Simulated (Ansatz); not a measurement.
Predict the output of the script below (Ansatz 0.2.0, Python API).

`ktio2f.py`:
```python
# -*- coding: utf-8 -*-
'''DFT+U scan for KTiO2F.'''

import ansatz as az
from ase import Atoms
import numpy as np


def count_gap(report):
    # lowest empty less highest filled band, counting bands; zero where they overlap
    return max(report.get('gap_by_band_count_ev') or 0.0, 0.0)

atoms = Atoms(
    ['K', 'Ti', 'O', 'O', 'F'],
    scaled_positions=[
        (0.0, 0.0, 0.0),
        (0.5, 0.5, 0.5),
        (0.5, 0.0, 0.5),
        (0.0, 0.5, 0.5),
        (0.5, 0.5, 0.0),
    ],
    cell=[
        (3.87551, 0.0, 0.0),
        (0.0, 3.87551, 0.0),
        (0.0, 0.0, 4.1848),
    ],
    pbc=True,
)
cell = az.Crystal.from_ase(atoms)

calc = (
    cell.calculation()
    .functional('r2scan')
    .basis(23 * az.Ha)
    .kpoints(6, 6, 6)
    .occupations('fixed')
    .band_table()
)
rows = []
for u in [0.0, 1.5, 3.0, 4.5, 6.0]:
    report = calc.hubbard('Ti', 'd', u_eff=u).run(threads=1).report
    shell = report['hubbard']['n_scf']
    rows.append((u, count_gap(report), sum(shell) / len(shell), report['n_iterations']))
lines = [','.join(['U_eff eV', 'gap by band count eV', 'Ti d occupation (projector)', 'iterations'])] + [','.join(f'{v:.4f}' if isinstance(v, float) else str(v) for v in row) for row in rows]
print('\n'.join(lines))
with open('plus_u.csv', 'w') as handle:
    handle.write('\n'.join(lines) + '\n')
```

```console
$ python ktio2f.py
U_eff eV,gap by band count eV,Ti d occupation (projector),iterations
0.0000,1.2431,2.2063,10
1.5000,1.4054,2.1451,10
3.0000,1.5856,2.0815,10
4.5000,1.7860,2.0156,10
6.0000,2.0093,1.9473,10
```

From U = 0 to 6 eV the gap on the mesh goes from 1.24 eV to 2.01 eV.

Reading the output:
- Spin is left out of this run.
- Semilocal gaps usually lie well under measured ones.
- The Fermi level of a run with fixed occupations marks the highest occupied state on its mesh, not mid-gap.
- A Hubbard U without spin forces both spins into the same orbitals, which can open a gap or pick a state that a spin-polarised run wouldn't.
- The structure comes from a database of computed cells and needn't be a stable or known phase.
- Gaps and levels are Kohn-Sham values on a finite set of k-points.
- Shell occupations and the effect of U depend on the projectors; a run with no .spin step is spin-unpolarised, and each U may end in a state that isn't the lowest.
- Run time: 47 s on 1 thread of Intel(R) Xeon(R) Processor @ 2.30GHz, with other jobs on the host, peak memory 0.76 GiB.
